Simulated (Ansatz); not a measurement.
**C2HAlF2Se: one species, many methods**

How much do the methods differ for C2HAlF2Se? The plan is to run it at one geometry with functionals of several rungs and with coupled cluster. The yardstick is the atomisation energy at the CCSD(T) limit.

Computed with Ansatz 0.2.0, Gaussian basis. Level: functionals in def2-TZVPP, the program's frozen cores in correlated methods.

The runs, in order: LDA (SPW92), PBE-D4, revPBE-D4, BLYP-D4, r2SCAN-D4, B97M-V, PBE0-D4, B3LYP-D4, r2SCANh-D4, r2SCAN0-D4, HSE06-D4, BHLYP-D4, CAM-B3LYP-D4, LC-ωPBE, ωB97X-V, ωB97M-V, B2PLYP, PBE-QIDH; CCSD(T)/def2-SVP; CCSD(T)/def2-TZVPP; MP2/def2-QZVPP; extrapolation to the limit; RPA on PBE.

## Step 1: The geometry

The geometry comes from an earlier relaxation with PBE0-D4 in a triple-zeta def2 set; it is a stationary point, not always the lowest conformer.

SMILES `F[C]1=C(F)[Se][AlH]1`, 7 atoms, charge 0, spin multiplicity 1.

Atoms are counted from 1 here; the program's logs count them from 0.

Bond lengths: F1–C2 1.337 Å, C2–C3 1.343 Å, C2–Al6 1.922 Å, C3–F4 1.319 Å, C3–Se5 1.952 Å, Se5–Al6 2.341 Å, Al6–H7 1.571 Å. Angles: F1–C2–C3 122.7°, F1–C2–Al6 142.7°, C3–C2–Al6 94.6°, C2–C3–F4 126.7°, C2–C3–Se5 115.4°, F4–C3–Se5 117.9°, C3–Se5–Al6 68.3°, C2–Al6–Se5 81.7°, C2–Al6–H7 142.3°, Se5–Al6–H7 136.0°.

## Step 2: LDA

This LDA is Slater exchange with PW92 correlation.

File in.yaml:

```yaml
crystal:
  periodic: [false, false, false]
  atoms:
    - {symbol: F, position_ang: [-0.006572, -0.952983, 1.940472]}
    - {symbol: C, position_ang: [0.000496, -0.328406, 0.758363]}
    - {symbol: C, position_ang: [0.062168, -0.987297, -0.410691]}
    - {symbol: F, position_ang: [0.122772, -2.294067, -0.575807]}
    - {symbol: Se, position_ang: [0.059698, 0.136299, -2.007373]}
    - {symbol: Al, position_ang: [-0.050972, 1.414354, -0.049506]}
    - {symbol: H, position_ang: [-0.126389, 2.944001, 0.298842]}
basis:
  gaussian: {orbitals: def2-TZVPP}
hamiltonian: {xc: lda}
output: {orbitals: {seedname: orbitals}}
```

After this run come: PBE-D4 (GGA); revPBE-D4 (GGA); BLYP-D4 (GGA); r2SCAN-D4 (meta-GGA); B97M-V (meta-GGA); PBE0-D4 (hybrid); B3LYP-D4 (hybrid); r2SCANh-D4 (hybrid); r2SCAN0-D4 (hybrid); HSE06-D4 (hybrid); BHLYP-D4 (hybrid); CAM-B3LYP-D4 (range-separated); LC-ωPBE (range-separated); ωB97X-V (range-separated); ωB97M-V (range-separated); B2PLYP (double hybrid); PBE-QIDH (double hybrid); CCSD(T) in def2-SVP; CCSD(T) in def2-TZVPP; MP2 in def2-QZVPP; RPA on PBE orbitals.

Before running them: what should the planned runs give, taken together? Wanted: atomisation energy, CCSD(T)/CBS; farthest beyond LDA; mean size of error, GGA; mean size of error, meta-GGA; mean size of error, hybrid; mean size of error, range-separated; mean size of error, double hybrid; gap, smallest and largest; T1 diagnostic.

The runs gave:

```
                               quantity                                                                                     value
        atomisation energy, CCSD(T)/CBS                                                                            616.0 kcal/mol
functionals within 6.2 kcal/mol (1.0 %)  BLYP-D4, B97M-V, B3LYP-D4, r2SCANh-D4, CAM-B3LYP-D4, LC-ωPBE, ωB97X-V, ωB97M-V, PBE-QIDH
                    farthest beyond LDA                                                                 BHLYP-D4 (-39.5 kcal/mol)
                mean size of error, GGA                                                                             15.6 kcal/mol
           mean size of error, meta-GGA                                                                              7.6 kcal/mol
             mean size of error, hybrid                                                                             12.4 kcal/mol
    mean size of error, range-separated                                                                              2.2 kcal/mol
      mean size of error, double hybrid                                                                              5.7 kcal/mol
              gap, smallest and largest                                                  2.51 eV (LDA (SPW92)), 9.00 eV (LC-ωPBE)
                          T1 diagnostic                                                                                    0.0131
triples share of the correlation energy                                                                                     4.0 %
```

What this shows: The LDA atomisation energy is off by 134.9 kcal/mol (22 %): it overbinds. PBE-D4 misses by +34.2 kcal/mol. Double hybrids carry the basis error of their MP2 part in triple zeta, and no dispersion term here, so their miss is partly the set-up's. The rungs range-separated, double hybrid miss on average by less than the doubt on the reference (6.2 kcal/mol), so they tie. The reference freezes the cores and leaves out relativity and excitations past (T), and its outer-core shells are covered unevenly, so misses under about 6.2 kcal/mol can't be ranked. All levels share the lack of spin-orbit coupling, which lowers the free heavy atoms and so the true binding. Hartree-Fock recovers 65 % of the binding; the rest is correlation. CCSD(T) in def2-SVP is off by -43.7 kcal/mol, more than most functionals: a good method in a small basis is no reference. Orbital gaps span 2.5 to 9.0 eV; exact exchange widens them. Correlated methods include outer-core shells of Se, which these sets cover unevenly.
